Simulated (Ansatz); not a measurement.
# FH4NOSn: how energies converge with the basis set

An exercise on one series of results from a longer session: the logs are not shown, and one member is left open.

The runs use Ansatz 0.2.0, Gaussian basis; one geometry, several basis sets.

The runs, in order: PBE0-D4/def2-SVP; ωB97M-V/def2-SVP; PBE0-D4/def2-QZVPP; ωB97M-V/def2-QZVPP; the functionals' def2-TZVPP values are taken from earlier runs.

## The geometry

All runs share one geometry, relaxed beforehand with PBE0-D4 in a triple-zeta def2 set. Sn takes the def2 core potential; no spin-orbit term is included.

SMILES `[NH2][SnH]([OH])[F]`, 8 atoms, charge 0, spin multiplicity 1.

Atoms are counted from 1 here; the program's logs count them from 0.

Bond lengths: N1–Sn2 1.992 Å, N1–H5 1.011 Å, N1–H6 1.011 Å, Sn2–O3 1.945 Å, Sn2–F4 1.930 Å, Sn2–H7 1.694 Å, O3–H8 0.961 Å. Angles: Sn2–N1–H5 115.5°, Sn2–N1–H6 113.7°, H5–N1–H6 109.0°, N1–Sn2–O3 105.0°, N1–Sn2–F4 112.5°, N1–Sn2–H7 114.5°, O3–Sn2–F4 102.4°, O3–Sn2–H7 115.6°, F4–Sn2–H7 106.4°, Sn2–O3–H8 112.0°.

Geometry (Å):

```xyz
8

N    -0.66724    1.41087    0.04647
Sn    0.30389   -0.29273    0.39671
O     1.32998   -0.63060   -1.22095
F    -0.87838   -1.81720    0.46219
H    -1.31626    1.69740    0.76645
H    -1.13718    1.43516   -0.84877
H     1.18783   -0.31191    1.84185
H     1.26937   -1.54819   -1.49985
```

The first run:

The input, in.yaml:

```yaml
crystal:
  periodic: [false, false, false]
  atoms:
    - {symbol: N, position_ang: [-0.667236, 1.410874, 0.046466]}
    - {symbol: Sn, position_ang: [0.303887, -0.292733, 0.396712]}
    - {symbol: O, position_ang: [1.329978, -0.630605, -1.220954]}
    - {symbol: F, position_ang: [-0.878381, -1.817201, 0.462193]}
    - {symbol: H, position_ang: [-1.316262, 1.697403, 0.766445]}
    - {symbol: H, position_ang: [-1.137182, 1.435158, -0.848771]}
    - {symbol: H, position_ang: [1.187829, -0.311908, 1.841854]}
    - {symbol: H, position_ang: [1.269368, -1.548188, -1.499845]}
basis:
  gaussian: {orbitals: def2-SVP}
hamiltonian: {xc: pbe0, dispersion: d4}
output: {orbitals: {seedname: orbitals}}
```

Started as:

```bash
$ ansatz run in.yaml --threads 2 --pin off --events-out ev --progress --plain --max-ram 4352MiB
```

Among the steps run: PBE0-D4 in def2-SVP; ωB97M-V in def2-SVP; PBE0-D4 in def2-QZVPP; ωB97M-V in def2-QZVPP.

One of the session's tables, all rows but one given; the rest of the session is left out.

It belongs to the step «Density functionals: the series». 

| functional | basis | HOMO (eV) |
| --- | --- | --- |
| PBE0-D4 | def2-SVP | ? |
| PBE0-D4 | def2-TZVPP | -8.05 |
| PBE0-D4 | def2-QZVPP | -8.10 |
| ωB97M-V | def2-SVP | -10.14 |
| ωB97M-V | def2-TZVPP | -10.45 |
| ωB97M-V | def2-QZVPP | -10.50 |

Q: Estimate the row for PBE0-D4, def2-SVP from the others.

**Answer.** HOMO (eV): -7.76. In the column «HOMO (eV)» it is the highest.
